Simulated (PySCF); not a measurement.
# Dy(OH)3: other functionals and bases at one geometry

How far do other levels of theory move the description of Dy(OH)3, and what does each cost? The species was built from a template and needn't be a known compound.

Method: several levels, as the steps say, no spin–orbit coupling; program: PySCF 2.14.0.

3 further runs of the same task are left out: 2 for a known fault of the program, 1 that didn't finish.

### 1 Where the work starts

7 atoms, charge 0, spin multiplicity 1.

Bond lengths: Dy1–O2 2.058 Å, Dy1–O4 2.058 Å, Dy1–O6 2.058 Å, O2–H3 0.959 Å, O4–H5 0.959 Å, O6–H7 0.959 Å. Angles: O2–Dy1–O4 120.0°, O2–Dy1–O6 120.0°, O4–Dy1–O6 120.0°, Dy1–O2–H3 179.9°, Dy1–O4–H5 179.9°, Dy1–O6–H7 179.9°.

Geometry (Å):

```
Dy    0.00000    0.00000    0.14228
O     2.05782    0.00002    0.14446
H     3.01666    0.00003    0.14663
O    -1.02893    1.78211    0.14446
H    -1.50836    2.61249    0.14663
O    -1.02889   -1.78213    0.14446
H    -1.50830   -2.61252    0.14663
```

Formal oxidation states: Dy +3. Each metal's 9 4f electrons lie in its core potential, so multiplicities, spins and levels count the valence alone. An earlier session relaxed this geometry at B3LYP, Dy lcecp-1-SVP with ECP55, O def2-SVP, H def2-SVP (singlet, point group D3h).

At B3LYP on the finer grid: E = -264.583157 Eh, HOMO -7.30 eV, LUMO -1.67 eV, Mulliken charge on Dy1 +1.01 e, largest force component 0.019 eV/Å. 

Levels to run: BLYP; TPSSh; M06-L; TPSS; B3LYP, TZVP. Hardware: 2 threads of Arm Neoverse V2, shared host.

### 2 BLYP

run.py (the lines that set the calculation)

```python
mol = gto.M(atom='''
Dy     0.00000     0.00000     0.14228
O      2.05782     0.00002     0.14446
H      3.01666     0.00003     0.14663
O     -1.02893     1.78211     0.14446
H     -1.50836     2.61249     0.14663
O     -1.02889    -1.78213     0.14446
H     -1.50830    -2.61252     0.14663''',
    basis={'Dy': 'lcecp-1-SVP', 'O': 'def2-SVP', 'H': 'def2-SVP'},
    ecp={'Dy': 'lcecp-1-SVP'},
    charge=0, spin=0)
mf = dft.RKS(mol, xc='BLYP')
mf.grids.atom_grid = (75, 302)  # f atoms: unpruned, at least (60, 302)
mf = mf.density_fit()  # fitting sets: Dy AutoAux, O def2-universal-JKFIT, H def2-universal-JKFIT
mf.conv_tol = 1e-08; mf.max_cycle = 55
mf.kernel(dm0)  # dm0: the density of the relaxed state
```

Command:

```bash
$ OMP_NUM_THREADS=2 python run.py
```

### 3 TPSSh

run.py (the lines that set the calculation): that of step 2 with these lines changed.

```diff
@@ -11,3 +11,3 @@
     charge=0, spin=0)
-mf = dft.RKS(mol, xc='BLYP')
+mf = dft.RKS(mol, xc='TPSSH')
 mf.grids.atom_grid = (75, 302)  # f atoms: unpruned, at least (60, 302)
```

### 4 M06-L

run.py (the lines that set the calculation): that of step 3 with these lines changed.

```diff
@@ -11,3 +11,3 @@
     charge=0, spin=0)
-mf = dft.RKS(mol, xc='TPSSH')
+mf = dft.RKS(mol, xc='M06L')
 mf.grids.atom_grid = (75, 302)  # f atoms: unpruned, at least (60, 302)
```

### 5 TPSS

run.py (the lines that set the calculation): that of step 4 with these lines changed.

```diff
@@ -11,3 +11,3 @@
     charge=0, spin=0)
-mf = dft.RKS(mol, xc='M06L')
+mf = dft.RKS(mol, xc='TPSS')
 mf.grids.atom_grid = (75, 302)  # f atoms: unpruned, at least (60, 302)
```

### 6 B3LYP, TZVP

Basis: Dy lcecp-1-TZVP with ECP55, O def2-TZVP, H def2-TZVP. 

run.py (the lines that set the calculation)

```python
mol = gto.M(atom='''
Dy     0.00000     0.00000     0.14228
O      2.05782     0.00002     0.14446
H      3.01666     0.00003     0.14663
O     -1.02893     1.78211     0.14446
H     -1.50836     2.61249     0.14663
O     -1.02889    -1.78213     0.14446
H     -1.50830    -2.61252     0.14663''',
    basis={'Dy': 'lcecp-1-TZVP', 'O': 'def2-TZVP', 'H': 'def2-TZVP'},
    ecp={'Dy': 'lcecp-1-TZVP'},
    charge=0, spin=0)
mf = dft.RKS(mol, xc='B3LYP')
mf.grids.atom_grid = (75, 302)  # f atoms: unpruned, at least (60, 302)
mf = mf.density_fit()  # fitting sets: Dy AutoAux, O def2-universal-JKFIT, H def2-universal-JKFIT
mf.conv_tol = 1e-08; mf.max_cycle = 55
mf.kernel(dm0)  # dm0: free metal ions and neutral atoms
```

What does the calculation give? Wanted: for each run, HOMO; gap; charge on Dy1; dipole; largest force.

**Answer**, as computed:

| level | state | HOMO (eV) | gap (eV) | charge on Dy1 (e) | dipole (D) | largest force (eV/Å) | basis functions | time |
| --- | --- | --- | --- | --- | --- | --- | --- | --- |
| B3LYP (relaxed here) | singlet | -7.30 | 5.62 | 1.01 | 0.01 | 0.02 | 90 | 8 s |
| BLYP | singlet | -5.79 | 3.70 | 0.83 | 0.01 | 0.49 | 90 | 3.4 s |
| TPSSh | singlet | -6.66 | 5.14 | 1.05 | 0.01 | 0.20 | 90 | 4.6 s |
| M06-L | singlet | -6.08 | 5.30 | 1.22 | 0.01 | 0.25 | 90 | 5.5 s |
| TPSS | singlet | -5.99 | 4.22 | 0.97 | 0.01 | 0.35 | 90 | 5.1 s |
| B3LYP, TZVP | singlet | -7.59 | 5.85 | 1.64 | 0.01 | 0.38 | 158 | 8.9 s |

Times are on 2 threads of Arm Neoverse V2, shared host; the first row also made further properties.

In one basis the HOMO–LUMO gap runs from 3.70 eV (BLYP) to 5.62 eV (B3LYP). The largest leftover force, 0.49 eV/Å with BLYP, stands at a geometry relaxed at another level. The Mulliken charge on Dy spans +0.83 to +1.64 e over the levels. With 4f in the core, its levels are missing from HOMO and gap. Total energies of different levels can't be compared. Spin–orbit coupling is left out throughout.
